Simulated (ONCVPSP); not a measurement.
**Ge: generating and testing an ONCV potential**

Do these settings give a usable potential? It is generated, then checked for transferability, scattering, ghosts and hardness.

The numbers are computed with ONCVPSP 4.0.1 (PBE, non-relativistic, spin-unpolarised reference atom).

**1. The design**

The settings as typed:

```json
{"element": "germanium (Ge, Z = 32)", "type": "optimised norm-conserving Vanderbilt (ONCV)", "frozen core": "[Ne]", "valence charge": "22", "reference configuration": "3s2 3p6 3d10 4s1.5 4p2.5", "partial waves": "3s+4s: rc 0.95 bohr, ncon 4, nbas 8, qcut 16 1/bohr, 2 projectors; 3p+4p: rc 1.00 bohr, ncon 4, nbas 8, qcut 15.2 1/bohr, 2 projectors; 3d: rc 0.95 bohr, ncon 4, nbas 9, qcut 17.1 1/bohr, local", "local potential": "the d channel", "core correction": "Teter function, fcfact 3.5, rcfact 1.45"}
```

**2. Generation**

Input file Ge.dat:

```
# ATOM AND REFERENCE CONFIGURATION
# atsym  z   nc   nv     iexc    psfile
  Ge 32.00    3    5        4      upf
#
#   n    l    f
    1    0    2.00
    2    0    2.00
    2    1    6.00
    3    0    2.00
    3    1    6.00
    3    2   10.00
    4    0    1.50
    4    1    2.50
#
# PSEUDOPOTENTIAL AND OPTIMIZATION
# lmax
    2
#
#   l,   rc,      ep,       ncon, nbas, qcut
    0    0.95    0.00    4    8   16.00
    1    1.00    0.00    4    8   15.20
    2    0.95    0.00    4    9   17.10
#
# LOCAL POTENTIAL
# lloc, lpopt,  rc(5),   dvloc0
    2    5    0.95    0.00
#
# VANDERBILT-KLEINMAN-BYLANDER PROJECTORs
# l, nproj, debl
    0    2    2.20
    1    2    2.60
    2    0    2.60
#
# MODEL CORE CHARGE
# icmod, fcfact, rcfact
    3    3.50    1.45
#
# LOG DERIVATIVE ANALYSIS
# epsh1, epsh2, depsh
   -8.00    5.00    0.04
#
# OUTPUT GRID
# rlmax, drl
    6.00    0.01
#
# TEST CONFIGURATIONS
# ncnf
    4
# nvcnf
#   n    l    f
    5
    3    0    2.00
    3    1    6.00
    3    2   10.00
    4    0    2.00
    4    1    2.00
#
    5
    3    0    2.00
    3    1    6.00
    3    2   10.00
    4    0    2.00
    4    1    1.00
#
    5
    3    0    2.00
    3    1    6.00
    3    2   10.00
    4    0    2.00
    4    1    0.00
#
    5
    3    0    2.00
    3    1    6.00
    3    2   10.00
    4    0    1.00
    4    1    3.00
#
```

Launch:

```bash
$ oncvpspnr.x < Ge.dat > Ge.out
```

**Question.** What will these runs give? Wanted: cutoffs for 1 and 0.1 mHa per electron, occupied waves; bound ghosts; GHOST(+) flags; largest test error; largest phase difference near zero energy, channels read; rms error of d²Exc/dn², without and with the model core.

As calculated:

```
                                                quantity                               value
  cutoffs for 1 and 0.1 mHa per electron, occupied waves                   115 Ha and 128 Ha
                                            bound ghosts                     s at -142.00 eV
                                          GHOST(+) flags                  none at low energy
                            largest test error (AE − PS)  +0.1 meV, for 3s2 3p6 3d10 4s2 4p0
largest phase difference near zero energy, channels read                           0.012 rad
 rms error of d²Exc/dn², without and with the model core                   1.66 and 1.40 mHa
```

What this shows: It has a bound ghost (s), a state that the atom doesn't have, and that rules the file out. By total energies transferability is very good: the largest error is 0.1 meV on 19.2 eV, for 3s2 3p6 3d10 4s2 4p0. Atomic tests can pass in spite of a ghost, since they solve only for the levels asked. The potential is very hard: the looser tolerance needs 115 Ha. At the looser tolerance the 3d wave is the slowest; 3s needs 79 Ha. Near zero energy the phases of the channels with partial waves agree within 0.012 rad. The pseudo curves have a pole with no partner nearby in the atom's: s at -5.22 Ha.
